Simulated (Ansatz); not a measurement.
# ZnCd5Se6: the cost of one run

Method: DFT PBE, scalar-relativistic, plane waves, PAW, in Ansatz 0.2.0.

### 1 The system as given

The structure is tetragonal, space group P-4m2 (No. 115). Conventional cell: a = 4.315 Å, b = 4.315 Å, c = 18.444 Å, α = 90.00°, β = 90.00°, γ = 90.00°. Zn (site symmetry -4m2) is surrounded by 4 Se at 2.53 Å. Around Cd (site symmetry 2mm) lie 4 Se at 2.67 Å. Cd (site symmetry 2mm) is surrounded by 4 Se at 2.67 to 2.68 Å. Cd (site symmetry -4m2) has 4 Se at 2.67 Å in its first shell of neighbours. Se (site symmetry 2mm) has 4 Cd at 2.67 Å in its first shell of neighbours. Around Se (site symmetry 2mm) lie 2 Zn at 2.53 Å and 2 Cd at 2.68 Å.

Structure file:

```xyz
12
Lattice="4.3154 0.0000 0.0000 0.0000 4.3154 0.0000 0.0000 0.0000 18.4443" Properties=species:S:1:pos:R:3 pbc="T T T"
Zn    0.0000    0.0000    0.0000
Cd    0.0000    0.0000   12.3826
Cd    2.1577    2.1577   15.5427
Cd    2.1577    2.1577    2.9016
Cd    0.0000    0.0000    6.0618
Cd    2.1577    2.1577    9.2222
Se    2.1577    0.0000   13.9626
Se    0.0000    2.1577   17.1292
Se    2.1577    0.0000    1.3152
Se    0.0000    2.1577    4.4817
Se    2.1577    0.0000    7.6420
Se    0.0000    2.1577   10.8024
```

The start is the relaxed end of an invented cell (made as: elements ordered on the sites of the CdSe type, Zn/Cd on Cd (P-4m2, No. 115)), taken up again for a closer look.

### 2 The guess as it stands, on a coarse mesh

input.yaml

```yaml
crystal:
  lattice:
    - [4.3154489, 0.0, 0.0]
    - [0.0, 4.3154489, 0.0]
    - [0.0, 0.0, 18.4443234]
  atoms:
    - { symbol: Zn, position: [0.0, 0.0, 0.0] }
    - { symbol: Cd, position: [0.0, 0.0, 0.671348] }
    - { symbol: Cd, position: [0.5, 0.5, 0.842682] }
    - { symbol: Cd, position: [0.5, 0.5, 0.157318] }
    - { symbol: Cd, position: [0.0, 0.0, 0.328652] }
    - { symbol: Cd, position: [0.5, 0.5, 0.5] }
    - { symbol: Se, position: [0.5, 0.0, 0.757015] }
    - { symbol: Se, position: [0.0, 0.5, 0.928696] }
    - { symbol: Se, position: [0.5, 0.0, 0.071304] }
    - { symbol: Se, position: [0.0, 0.5, 0.242985] }
    - { symbol: Se, position: [0.5, 0.0, 0.414326] }
    - { symbol: Se, position: [0.0, 0.5, 0.585674] }
basis:
  ecutwfc: 420
kpoints:
  mp_grid: { grid: [4, 4, 1] }
hamiltonian:
  xc: pbe
scf:
  occupations: { method: gaussian, width: 0.1 }
  lower_state_search: "off"
output:
  forces: true
  stress: true
  eigenvalues: true
```

The run is started by

```console
ansatz run input.yaml --threads 4 --pin off --max-ram 8192MiB --backend cpu --events-out ev --progress --plain --runs-dir out
```

Q: Estimate wall time and peak memory on 4 threads of Intel Xeon 6975P-C (Granite Rapids), shared host.

About 2.6 s, with a peak of 1.1 GiB.
